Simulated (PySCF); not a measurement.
# C2H4FGeN: the cost of one run

Computed with PySCF 2.14.0, with density-fitted response routines of our own, on a single molecule in the gas phase. Atoms are numbered from 0 throughout.

### Step 1. Starting geometry

9 atoms, charge 0, multiplicity 1; geometry from: GFN2-xTB. The atoms were then displaced at random by about 0.01 Å, so the start is not that level's minimum.

Bonds of the start (Å): C0–C1 1.22, C1–Ge2 1.93, Ge2–N3 1.75, Ge2–F4 1.74, C0–H5 1.04, Ge2–H6 1.50, N3–H7 1.02, N3–H8 1.00.

### Step 2. Optimising the geometry at PBE0-D3(BJ)/def2-SVP

Job settings and geometry (Å):

```
{"job": {"xc": "PBE0", "basis": "def2-SVP", "d3": "d3bj", "grid": 1, "shake": 0.01, "kind": "geom"}, "charge": 0, "multiplicity": 1}
C      2.425980     0.414350    -0.584170
C      1.319280     0.311490    -0.078290
Ge    -0.434690     0.087880     0.683340
N     -1.748160    -0.304480    -0.411910
F     -0.287320    -1.370290     1.628520
H      3.356600     0.556050    -1.021050
H     -0.774690     1.168970     1.659170
H     -2.013220     0.355750    -1.137380
H     -1.785980    -1.236870    -0.771950
```

Run with:

```sh
> OMP_NUM_THREADS=1 python probes_run.py task.json out
```

The driver reads the jobs from task.json and runs them one after another.

Q: Estimate the wall time and peak memory of this first job on 1 thread of Arm Neoverse V1, shared host.

About 2.2 min, with a peak of 0.45 GiB.
